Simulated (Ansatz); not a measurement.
**CH₃BFNS: how energies converge with the basis set**

Aim: see how fast density functionals converge with the basis set for CH₃BFNS.

The runs use Ansatz 0.2.0, Gaussian basis; one geometry, several basis sets.

The runs, in order: PBE0-D4/def2-SVP; ωB97M-V/def2-SVP; PBE0-D4/def2-QZVPP; ωB97M-V/def2-QZVPP; the functionals' def2-TZVPP values are taken from earlier runs.

## 1. Structure used throughout

All runs share one geometry, relaxed beforehand with PBE0-D4 in a triple-zeta def2 set.

SMILES `N=C(F)BS`, 8 atoms, charge 0, spin multiplicity 1.

Atoms are counted from 1 here; the program's logs count them from 0.

Bond lengths: N1–C2 1.252 Å, N1–H6 1.020 Å, C2–F3 1.354 Å, C2–B4 1.579 Å, B4–S5 1.756 Å, B4–H7 1.189 Å, S5–H8 1.350 Å. Angles: C2–N1–H6 112.6°, N1–C2–F3 121.1°, N1–C2–B4 124.6°, F3–C2–B4 114.2°, C2–B4–S5 119.6°, C2–B4–H7 121.4°, S5–B4–H7 119.1°, B4–S5–H8 95.5°.

## 2. PBE0-D4 in def2-SVP

Input file in.yaml:

```yaml
crystal:
  periodic: [false, false, false]
  atoms:
    - {symbol: N, position_ang: [-0.609487, 1.141188, 0.549291]}
    - {symbol: C, position_ang: [0.366225, 0.358126, 0.495796]}
    - {symbol: F, position_ang: [1.453314, 0.539888, 1.282819]}
    - {symbol: B, position_ang: [0.458435, -0.897494, -0.457478]}
    - {symbol: S, position_ang: [-0.874339, -1.263504, -1.539863]}
    - {symbol: H, position_ang: [-0.474790, 1.889450, 1.229447]}
    - {symbol: H, position_ang: [1.414390, -1.604022, -0.459198]}
    - {symbol: H, position_ang: [-1.641649, -0.220733, -1.156715]}
basis:
  gaussian: {orbitals: def2-SVP}
hamiltonian: {xc: pbe0, dispersion: d4}
output: {orbitals: {seedname: orbitals}}
```

The runs that follow: ωB97M-V in def2-SVP; PBE0-D4 in def2-QZVPP; ωB97M-V in def2-QZVPP.

Before running them: what should the planned runs give, taken together? Wanted: PBE0-D4: double and triple zeta above quadruple; ωB97M-V: double and triple zeta above quadruple.

The runs gave:

| quantity | value |
| --- | --- |
| PBE0-D4: double and triple zeta above quadruple | 11.31, 0.64 eV |
| ωB97M-V: double and triple zeta above quadruple | 11.47, 0.60 eV |

What this shows: For PBE0-D4 the step from double to triple zeta gains 10.67 eV and the next only 0.64 eV. These are total energies; as a rule much of such shifts cancels in differences, which this series doesn't test.
